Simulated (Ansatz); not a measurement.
**C₃H₇AlO₂: one species, many methods**

An exercise on one series of results from a longer session: the logs are not shown, and one member is left open.

Method: functionals in def2-TZVPP, the program's frozen cores in correlated methods; program: Ansatz 0.2.0, Gaussian basis.

Plan: PBE-D4, r2SCAN-D4, PBE0-D4, B3LYP-D4, ωB97X-V, ωB97M-V, B2PLYP; CCSD(T)/def2-TZVPP; MP2/def2-QZVPP; extrapolation to the limit.

## Structure used throughout

All runs share one geometry, relaxed beforehand with PBE0-D4 in a triple-zeta def2 set.

SMILES `O/C=C(/O)[CH2][AlH2]`, 13 atoms, charge 0, spin multiplicity 1.

Atoms are counted from 1 here; the program's logs count them from 0.

Bond lengths: O1–C2 1.381 Å, O1–H7 0.961 Å, C2–C3 1.377 Å, C2–H8 1.086 Å, C3–O4 1.347 Å, C3–C5 1.453 Å, O4–H9 0.963 Å, C5–Al6 2.039 Å, C5–H10 1.087 Å, C5–H11 1.086 Å, Al6–H12 1.587 Å, Al6–H13 1.586 Å. Angles: C2–O1–H7 109.5°, O1–C2–C3 117.4°, O1–C2–H8 118.3°, C3–C2–H8 119.8°, C2–C3–O4 116.3°, C2–C3–C5 121.2°, O4–C3–C5 120.4°, C3–O4–H9 109.2°, C3–C5–Al6 76.4°, C3–C5–H10 114.0°, C3–C5–H11 115.4°, Al6–C5–H10 108.2°, Al6–C5–H11 124.7°, H10–C5–H11 113.2°, C5–Al6–H12 114.5°, C5–Al6–H13 119.1°, H12–Al6–H13 124.8°.

Set-up of the first run:

File in.yaml:

```yaml
crystal:
  periodic: [false, false, false]
  atoms:
    - {symbol: O, position_ang: [-1.131679, 1.629366, 0.478047]}
    - {symbol: C, position_ang: [-1.228816, 0.339456, -0.006903]}
    - {symbol: C, position_ang: [-0.210382, -0.111149, -0.817143]}
    - {symbol: O, position_ang: [-0.477498, -1.201766, -1.560416]}
    - {symbol: C, position_ang: [1.161297, 0.325084, -0.615885]}
    - {symbol: Al, position_ang: [0.661599, -0.528166, 1.166957]}
    - {symbol: H, position_ang: [-1.353815, 1.638236, 1.413358]}
    - {symbol: H, position_ang: [-2.214057, -0.111884, -0.076982]}
    - {symbol: H, position_ang: [0.351066, -1.607923, -1.834654]}
    - {symbol: H, position_ang: [1.267050, 1.395471, -0.462241]}
    - {symbol: H, position_ang: [1.886997, -0.081114, -1.314008]}
    - {symbol: H, position_ang: [0.769450, -2.110869, 1.190751]}
    - {symbol: H, position_ang: [0.539187, 0.390457, 2.453918]}
basis:
  gaussian: {orbitals: def2-TZVPP}
hamiltonian: {xc: pbe, dispersion: d4}
output: {forces: true, orbitals: {seedname: orbitals}}
```

Started as:

```bash
> ansatz run in.yaml --threads 4 --pin off --events-out ev --progress --plain --max-ram 10444MiB
```

Among the steps run: PBE-D4 (GGA); r2SCAN-D4 (meta-GGA); PBE0-D4 (hybrid); B3LYP-D4 (hybrid); ωB97X-V (range-separated); ωB97M-V (range-separated); B2PLYP (double hybrid); CCSD(T) in def2-TZVPP; MP2 in def2-QZVPP.

One of the session's tables, all rows but one given; the rest of the session is left out.

```
            method  atomisation energy (kcal/mol)
            PBE-D4                         1199.3
         r2SCAN-D4                         1175.0
           PBE0-D4                         1171.4
          B3LYP-D4                         1163.3
           ωB97X-V                         1168.6
           ωB97M-V                         1171.4
            B2PLYP                         1151.4
     HF/def2-TZVPP                          818.7
    MP2/def2-TZVPP                         1160.6
   CCSD/def2-TZVPP                         1113.9
CCSD(T)/def2-TZVPP                         1135.0
           MP2/CBS                              ?
       CCSD(T)/CBS                         1166.4
```

**Question.** Estimate the row for MP2/CBS.

As computed: atomisation energy (kcal/mol): 1191.9. In the column «atomisation energy (kcal/mol)» it lies between r2SCAN-D4 (1175.0) and PBE-D4 (1199.3).
